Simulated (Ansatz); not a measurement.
**C₂H₈O₂SSn: one species, many methods**

One table from this session's results is given with a row withheld; the runs are named, their logs left out.

Program: Ansatz 0.2.0, Gaussian basis. Level of theory: functionals in def2-TZVPP, the program's frozen cores in correlated methods. These are calculated values, not measurements.

Levels to be run: PBE-D4, r2SCAN-D4, PBE0-D4, B3LYP-D4, ωB97X-V, ωB97M-V, B2PLYP; CCSD(T)/def2-TZVPP; MP2/def2-QZVPP; extrapolation to the limit.

**The relaxed structure**

All runs share one geometry, relaxed beforehand with PBE0-D4 in a triple-zeta def2 set. Sn takes the def2 core potential; no spin-orbit term is included.

SMILES `C[O][SnH]([SH])[O]C`, 14 atoms, charge 0, spin multiplicity 1.

Atoms are counted from 1 here; the program's logs count them from 0.

Bond lengths: C1–O2 1.409 Å, C1–H7 1.098 Å, C1–H8 1.097 Å, C1–H9 1.094 Å, O2–Sn3 1.959 Å, Sn3–S4 2.379 Å, Sn3–O5 1.956 Å, Sn3–H10 1.698 Å, S4–H11 1.346 Å, O5–C6 1.409 Å, C6–H12 1.097 Å, C6–H13 1.093 Å, C6–H14 1.097 Å. Angles: O2–C1–H7 112.3°, O2–C1–H8 112.5°, O2–C1–H9 108.0°, H7–C1–H8 108.1°, H7–C1–H9 107.8°, H8–C1–H9 108.0°, C1–O2–Sn3 119.8°, O2–Sn3–S4 101.3°, O2–Sn3–O5 106.5°, O2–Sn3–H10 114.5°, S4–Sn3–O5 111.9°, S4–Sn3–H10 117.5°, O5–Sn3–H10 104.9°, Sn3–S4–H11 89.8°, Sn3–O5–C6 120.2°, O5–C6–H12 112.1°, O5–C6–H13 108.0°, O5–C6–H14 112.4° and more.

Set-up of the first run:

File in.yaml:

```yaml
crystal:
  periodic: [false, false, false]
  atoms:
    - {symbol: C, position_ang: [-1.875988, -0.746885, -0.918310]}
    - {symbol: O, position_ang: [-0.694934, -0.124658, -1.368572]}
    - {symbol: Sn, position_ang: [0.118318, 1.306523, -0.306182]}
    - {symbol: S, position_ang: [2.205294, 1.581334, -1.414407]}
    - {symbol: O, position_ang: [0.341239, 0.598263, 1.503005]}
    - {symbol: C, position_ang: [1.178534, -0.511289, 1.731086]}
    - {symbol: H, position_ang: [-2.736396, -0.064528, -0.930626]}
    - {symbol: H, position_ang: [-1.776880, -1.151968, 0.096646]}
    - {symbol: H, position_ang: [-2.098987, -1.577469, -1.593811]}
    - {symbol: H, position_ang: [-0.856424, 2.684011, -0.117728]}
    - {symbol: H, position_ang: [1.974700, 0.456902, -2.117023]}
    - {symbol: H, position_ang: [0.781224, -1.428755, 1.278498]}
    - {symbol: H, position_ang: [1.246248, -0.667519, 2.811143]}
    - {symbol: H, position_ang: [2.194062, -0.353981, 1.346281]}
basis:
  gaussian: {orbitals: def2-TZVPP}
hamiltonian: {xc: pbe, dispersion: d4}
output: {forces: true, orbitals: {seedname: orbitals}}
```

Started as:

```bash
$ ansatz run in.yaml --threads 2 --pin off --events-out ev --progress --plain --max-ram 32768MiB --backend cuda --devices 0, --max-vram 18GiB
```

Among the steps run: PBE-D4 (GGA); r2SCAN-D4 (meta-GGA); PBE0-D4 (hybrid); B3LYP-D4 (hybrid); ωB97X-V (range-separated); ωB97M-V (range-separated); B2PLYP (double hybrid); CCSD(T) in def2-TZVPP; MP2 in def2-QZVPP.

One table of the session follows, with a row left open; its other results are not shown here.

```
            method  atomisation energy (kJ/mol)
            PBE-D4                       4916.4
         r2SCAN-D4                            ?
           PBE0-D4                       4808.1
          B3LYP-D4                       4811.7
           ωB97X-V                       4854.0
           ωB97M-V                       4838.5
            B2PLYP                       4759.1
     HF/def2-TZVPP                       3366.6
    MP2/def2-TZVPP                       4771.5
   CCSD/def2-TZVPP                       4627.7
CCSD(T)/def2-TZVPP                       4711.1
           MP2/CBS                       4922.1
       CCSD(T)/CBS                       4861.7
```

Estimate the missing values for r2SCAN-D4.

**Answer.** atomisation energy (kJ/mol): 4837.1. In the column «atomisation energy (kJ/mol)» it lies between B3LYP-D4 (4811.7) and ωB97M-V (4838.5).
